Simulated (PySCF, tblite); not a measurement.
**C₂H₃AlO₂, a small molecule taken as a stand-in for a surface group (aluminium hydroxide): NMR shifts, core binding energies and electronic excitations**

Aim: the NMR shifts, core binding energies and electronic excitations of `C#[C][Al]([OH])[OH]`.

Programs: tblite 0.8.0 and PySCF 2.14.0. All values are calculated, for the isolated system unless a continuum is named. Atoms count from 0, parts from 1.

## 1. Starting point

8 atoms, charge 0, multiplicity 1; geometry: distance geometry start.

## 2. Relaxing the cluster with GFN2-xTB

What the job is given:

```
{"job": {"kind": "relax", "xc": "GFN2-xTB", "basis": "xTB"}, "charge": 0, "multiplicity": 1}
O      1.524979     0.317965    -1.853804
Al     1.424623     0.823493    -0.064718
O      2.029806     2.564335     0.317465
C     -0.151371     0.245677     0.902667
C     -1.405752    -0.296947     1.412760
H      0.872964    -0.250114    -2.307686
H      2.784196     2.995475    -0.109827
H     -2.262447    -0.817704     1.663483
```

With the program's defaults for keys left out, this is: GFN2-xTB geometry optimisation, gas phase.

Started as:

```bash
$ OMP_NUM_THREADS=1 python cluster_run.py task.json out
```

This one command runs all jobs of the session in turn.

**Question.** The jobs that follow are: PBE0-D3(BJ)/def2-SVP geometry optimisation, gas phase; GIAO PBE0/pcSseg-2 NMR shielding, non-relativistic, gas phase; delta-SCF UKS SCAN, pcX-2 on the ionised atom, pcseg-1 elsewhere, spin-free X2C; TDDFT CAM-B3LYP/def2-SVPD, vertical, gas phase, core orbitals frozen in the response. Predict: point group; rotational constants (main isotopes); 13C shifts against TMS (PBE0/pcSseg-2); 1H shifts against TMS (PBE0/pcSseg-2, means over atoms taken as alike); 17O shifts against H2O (PBE0/pcSseg-2, means over atoms taken as alike); 27Al shifts against AlH4- (PBE0/pcSseg-2); O1s binding energies, SCAN/pcX-2; Al2p binding energies, SCAN/pcX-2; lowest singlet (CAM-B3LYP/def2-SVPD); brightest single state of those computed; lowest triplet; vertical ionisation energy (ΔSCF).

As calculated:

| quantity | value |
| --- | --- |
| point group | C2v |
| rotational constants (main isotopes) | 6.53, 2.66, 1.89 GHz |
| 13C shifts against TMS (PBE0/pcSseg-2) | 105.3, 91.2 ppm |
| 1H shifts against TMS (PBE0/pcSseg-2, means over atoms taken as alike) | 1.73, 1.58 ppm |
| 17O shifts against H2O (PBE0/pcSseg-2, means over atoms taken as alike) | 35.7 ppm |
| 27Al shifts against AlH4- (PBE0/pcSseg-2) | 33.2 ppm |
| O1s binding energies, SCAN/pcX-2 | O0 538.15 eV |
| Al2p binding energies, SCAN/pcX-2 | Al1 81.17 eV |
| lowest singlet (CAM-B3LYP/def2-SVPD) | 5.62 eV (221 nm), f = 0.000 |
| brightest single state of those computed | state 4, 7.16 eV, f = 0.032 |
| lowest triplet | 4.73 eV |
| vertical ionisation energy (ΔSCF) | 10.88 eV |

**Reading.** The optimisation took 18 steps and gained 0.251 eV; among the close pairs (by a distance rule), Al1–O2 changed most, from 1.633 to 1.694 Å (PBE0/def2-SVP). The lowest singlet, at 5.62 eV, is HOMO→LUMO+1 0.88 and is dark; of the 6 states computed, the strongest absorption comes from state 4 at 7.16 eV. The lowest triplet lies 0.88 eV below the lowest singlet (triplets in Tamm-Dancoff, singlets in full TDDFT). The orbital energy would give 9.76 eV for ionisation, ΔSCF gives 10.88 eV.
